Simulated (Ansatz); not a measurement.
# AsN: ionisation energy by level of theory

The task here is to estimate one member of a computed series from the others.

Program: Ansatz 0.2.0, Gaussian basis. Level of theory: unrestricted cation, the program's frozen cores in correlated methods. These are calculated values, not measurements.

Levels to be run: UKS PBE-D4/def2-TZVPP; UKS r2SCAN-D4/def2-TZVPP; UKS PBE0-D4/def2-TZVPP; UKS B3LYP-D4/def2-TZVPP; UKS wB97X-V/def2-TZVPP; UKS wB97M-V/def2-TZVPP; UKS B2PLYP/def2-TZVPP; UHF-CCSD(T)/def2-TZVPP; UHF-CCSD(T)/def2-QZVPP; extrapolation to the limit; then −ε(HOMO) from the neutral's earlier runs with LDA (SPW92), PBE-D4, revPBE-D4, BLYP-D4, r2SCAN-D4, B97M-V, PBE0-D4, B3LYP-D4, r2SCANh-D4, r2SCAN0-D4, HSE06-D4, BHLYP-D4, CAM-B3LYP-D4, LC-ωPBE, ωB97X-V, ωB97M-V.

## Structure used throughout

All runs share one geometry, relaxed beforehand with PBE0-D4 in a triple-zeta def2 set.

SMILES `N#[As]`, 2 atoms, charge 0, spin multiplicity 1.

Atoms are counted from 1 here; the program's logs count them from 0.

Bond lengths: N1–As2 1.603 Å.

As a file:

```mol
AsN
  3D, bonds by distance, orders not assigned

  2  1  0  0  0  0  0  0  0  0999 V2000
   -0.6810    0.2454   -0.3446 N   0  0
    0.6810   -0.2454    0.3446 As  0  0
  1  2  8  0
M  END
```

Set-up of the first run:

File in.yaml:

```yaml
crystal:
  periodic: [false, false, false]
  atoms:
    - {symbol: N, position_ang: [-0.681011, 0.245378, -0.344560]}
    - {symbol: As, position_ang: [0.681011, -0.245378, 0.344560]}
basis:
  gaussian: {orbitals: def2-TZVPP}
total_charge: 1
magnetization: {spin_polarized: true, initial_magnetization: 1}
hamiltonian: {xc: pbe, dispersion: d4}
```

Started as:

```bash
$ ansatz run in.yaml --threads 2 --pin off --events-out ev --progress --plain --max-ram 32768MiB --backend cpu
```

Among the steps run: Cation, UKS PBE-D4/def2-TZVPP; Cation, UKS r2SCAN-D4/def2-TZVPP; Cation, UKS PBE0-D4/def2-TZVPP; Cation, UKS B3LYP-D4/def2-TZVPP; Cation, UKS wB97X-V/def2-TZVPP; Cation, UKS wB97M-V/def2-TZVPP; Cation, UKS B2PLYP (frozen core)/def2-TZVPP; Cation, UHF-CCSD(T)/def2-TZVPP; Cation, UHF-CCSD(T)/def2-QZVPP.

One of the session's tables, all rows but one given; the rest of the session is left out.

It belongs to the step «Ionisation energies side by side». Orbital estimates, from the neutral's runs:

```
  functional  −ε(HOMO) (eV)
 LDA (SPW92)           7.47
      PBE-D4           7.30
   revPBE-D4           7.25
     BLYP-D4           7.18
   r2SCAN-D4           7.70
      B97M-V           7.71
     PBE0-D4           8.81
    B3LYP-D4              ?
  r2SCANh-D4           8.25
  r2SCAN0-D4           9.08
    HSE06-D4           8.40
    BHLYP-D4           9.82
CAM-B3LYP-D4          10.18
     LC-ωPBE          11.57
     ωB97X-V          11.18
     ωB97M-V          11.06
```

Q: Estimate the row for B3LYP-D4 from the others.

Worked estimate for «−ε(HOMO) (eV)». Against the share of exact exchange, BLYP-D4 (0, 7.18), BHLYP-D4 (0.5, 9.82) give a slope of 5.28 per unit share; at 0.2 the line stands at 8.24.

**Answer.** −ε(HOMO) (eV): 8.55. In «−ε(HOMO) (eV)» the line misses by -0.31.

Caveats from the session: The cation may have settled in a state other than its lowest; no search over hole states beyond the program's own was made.
